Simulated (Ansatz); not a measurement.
# BGeH5O: energy of protonation at one site from a Python script

Wanted for BGeH5O: the energy of protonation at one site.

All numbers are computed with Ansatz 0.2.0, driven from Python. Level of theory: MP2/def2-SVP.

### 1 Starting point

Bond lengths: B1–Ge2 1.956 Å, Ge2–O3 1.785 Å, B1–H4 1.130 Å, B1–H5 1.229 Å, Ge2–H6 1.561 Å, Ge2–H7 1.572 Å, O3–H8 1.051 Å. Angles: B1–Ge2–O3 107.9°, B1–Ge2–H6 110.0°, B1–Ge2–H7 109.8°, O3–Ge2–H6 110.5°, O3–Ge2–H7 110.1°, H6–Ge2–H7 108.5°, Ge2–B1–H4 122.3°, Ge2–B1–H5 121.7°, H4–B1–H5 116.0°, Ge2–O3–H8 101.3°.

No structure file is read: the coordinates are typed or built in the script.

### 2 The code

File bgeh5o.py:

```python
"""Proton affinity of BGeH5O at one site."""

import ansatz
import numpy as np

geometry_ang = [
    ("B", [-1.079, 0.6417, -0.7738]),
    ("Ge", [0.4955, 0.0302, 0.2126]),
    ("O", [0.1994, -1.6519, 0.7325]),
    ("H", [-1.9819, -0.0174, -0.9369]),
    ("H", [-1.1484, 1.7765, -1.2399]),
    ("H", [0.7408, 0.9507, 1.4495]),
    ("H", [1.7621, 0.0938, -0.716]),
    ("H", [1.1037, -1.8806, 1.2161]),
]
geometry = ansatz.Crystal.molecule()
for symbol, xyz in geometry_ang:
    geometry = geometry.atom(symbol, xyz)

model = geometry.calculation()
model = model.basis(gaussian="def2-SVP")
model = model.correlation("mp2").accuracy("medium")
symbols = [site.symbol for site in geometry.cartesian_sites]
start = np.array([site.position_ang for site in geometry.cartesian_sites], dtype=float)
summary = model.relax(force_tolerance=0.01).run(threads=1).report
end = np.array(summary["positions_ang"])

# start the new hydrogen opposite the existing bonds
away = sum((end[2] - end[j]) / np.linalg.norm(end[2] - end[j]) for j in [1, 7]) + np.array([0.15, 0.1, -0.2])
proton = end[2] + 1.0 * away / np.linalg.norm(away)
acid = ansatz.Crystal.molecule()
for symbol, place in zip(symbols, end):
    acid = acid.atom(symbol, place.tolist())
acid = acid.atom("H", proton.tolist())
protonated = (
    acid.calculation()
    .basis(gaussian="def2-SVP")
    .correlation("mp2")
    .accuracy("medium")
    .charge(1)
    .relax(force_tolerance=0.01, max_steps=80)
)
after = protonated.run(threads=1).report
xyz = np.array(after["positions_ang"])
reach = np.linalg.norm(xyz[:-1] - xyz[-1], axis=1)
print(f"base {summary['free_energy_ev']:.5f} eV, protonated {after['free_energy_ev']:.5f} eV")
print(f"the proton ends {reach.min():.3f} A from {symbols[reach.argmin()]}{reach.argmin()}")
print(f"electronic proton affinity {(summary['free_energy_ev'] - after['free_energy_ev']):.3f} eV")
```

### 3 What the engine is handed

The engine receives this input (first run):

```yaml
crystal:
  periodic: [false, false, false]
  atoms:
    - { symbol: B, position_ang: [-1.079, 0.6417, -0.7738] }
    - { symbol: Ge, position_ang: [0.4955, 0.0302, 0.2126] }
    - { symbol: O, position_ang: [0.1994, -1.6519, 0.7325] }
    - { symbol: H, position_ang: [-1.9819, -0.0174, -0.9369] }
    - { symbol: H, position_ang: [-1.1484, 1.7765, -1.2399] }
    - { symbol: H, position_ang: [0.7408, 0.9507, 1.4495] }
    - { symbol: H, position_ang: [1.7621, 0.0938, -0.716] }
    - { symbol: H, position_ang: [1.1037, -1.8806, 1.2161] }
accuracy: medium
basis:
  gaussian:
    orbitals: def2-SVP
correlation:
  method: mp2
relax:
  f_tol: 0.01
```

### 4 Launch

Command:

```
$ python bgeh5o.py
```

Without the output at hand: what should come out? Wanted: electronic proton affinity; moves of the relaxation of run 1; energy gained in run 1; last largest force component of run 1; moves of the relaxation of run 2; energy gained in run 2; last largest force component of run 2.

As calculated:

```
                             quantity        value
           electronic proton affinity     9.102 eV
                        runs compared            2
     moves of the relaxation of run 1            6
               energy gained in run 1     0.391 eV
last largest force component of run 1  0.0054 eV/Å
     moves of the relaxation of run 2           13
               energy gained in run 2     0.814 eV
last largest force component of run 2  0.0085 eV/Å
```

**Reading.** Run 1: After 6 moves the largest shift is 0.115 Å, of atom 8 (H). Run 2: After 13 moves the largest shift is 0.364 Å, of atom 9 (H). The proton is put on one chosen atom, which needn't be the most basic site, so the molecule's proton affinity can be higher; the ends are stationary points, not checked by frequencies, and zero-point and thermal terms count only where printed.
